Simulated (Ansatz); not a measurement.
Runs of Ansatz 0.2.0 on LiCaF3. It takes space group Pm-3m (No. 221, cubic). The conventional cell has a = 3.761 Å, b = 3.761 Å, c = 3.761 Å, α = 90.00°, β = 90.00°, γ = 90.00°. Around Ca (site symmetry m-3m) lie 12 F at 2.66 Å. Around F (site symmetry 4/mmm) lie 2 Li at 1.88 Å. Li (site symmetry m-3m) is surrounded by 6 F at 1.88 Å. The cell comes from a database or a generator and needn't be the stable form of this composition.

```tsv
level	cutoff (eV)	gap on the mesh (eV)	pressure (GPa)
r2SCAN	500	(b)	-4.4
revPBE	420	6.60	3.7
BLYP	420	6.58	1.5
PBE	420	6.53	0.0
LDA	420	6.41	(a)
RPBE	420	6.62	4.8
PBEsol	420	6.48	-4.1
```

Alike in all rows: task projected density of states; potentials or basis Ansatz PAW; no spin polarisation; cell as given; k mesh 7 × 7 × 7; smearing fermi-dirac 0.05 eV.

**Question.** Fill in the values left out.

**Answer.** (a) -9.4; (b) 7.28.

Caveats: odd divisions of the mesh miss points on the zone boundary, where band edges often lie, so the gap on the mesh can be too wide; the density of states is complete only up to the lowest level of the last band computed; the PAW data sets come from PBE, with cores solved anew for the run's functional, which leaves a small shift of forces and pressure (some runs).

A k mesh can miss the band edges.
